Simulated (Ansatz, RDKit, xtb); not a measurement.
# C5H4F3P: ranking a sample of isomers

Which of a sample of isomers of C5H4F3P is the most stable in the gas at 298.15 K, and what are its properties? The sample is small against all isomers, and the most stable one of this formula need not be in it.

The funnel: GFN2-xTB relaxations, single points with a density functional, relaxations at B3LYP/def2-SVP, harmonic vibrations (at GFN2-xTB), and a last energy at a higher level. All values are calculated.

## 1. Drawing up candidates

Isomers were taken from a list of plausible structures; this is a sample, not all of them. That gives 4 candidates.

```csv
label,SMILES,spin
c371,C#C[P@](C)C(F)=C(F)F,singlet
c392,FC(F)(F)p1cccc1,singlet
c467,C=C[P@]1C=C1C(F)(F)F,singlet
c890,FC(F)(F)c1ccc[p@H]1,singlet
```

Candidates are built by distance geometry, with a force field where one applies, in up to four conformers (letters a to d).

Q: Predict the outcome of this search (final energies at CCSD(T)/def2-SVP + MP2/def2-TZVPP - MP2/def2-SVP).

| quantity | value |
| --- | --- |
| lowest structure found | FC(F)(F)c1ccc[pH]1, singlet |
| next finalist | FC(F)(F)p1cccc1, singlet, 6.6 kcal/mol higher in G |
| share at equilibrium, among the finalists | 100.0 % |

The search ends on `FC(F)(F)c1ccc[pH]1`. The margin of 6.6 kcal/mol over the next finalist is beyond the usual error of the last level; it says nothing of structures that weren't ranked. GFN2-xTB, r2SCAN-D4/def2-SVP, B3LYP/def2-SVP, HF/def2-SVP and MP2/def2-SVP already put its bonding pattern lowest among the structures in one piece; HF/STO-3G favours the singlet FC(F)(F)p1cccc1. The search is not exhaustive (a finite list of starts, one conformer a finalist), so a lower isomer can't be ruled out. Only 4 drawn patterns were tried, so whole families of isomers are missing, and the result ranks this sample alone.
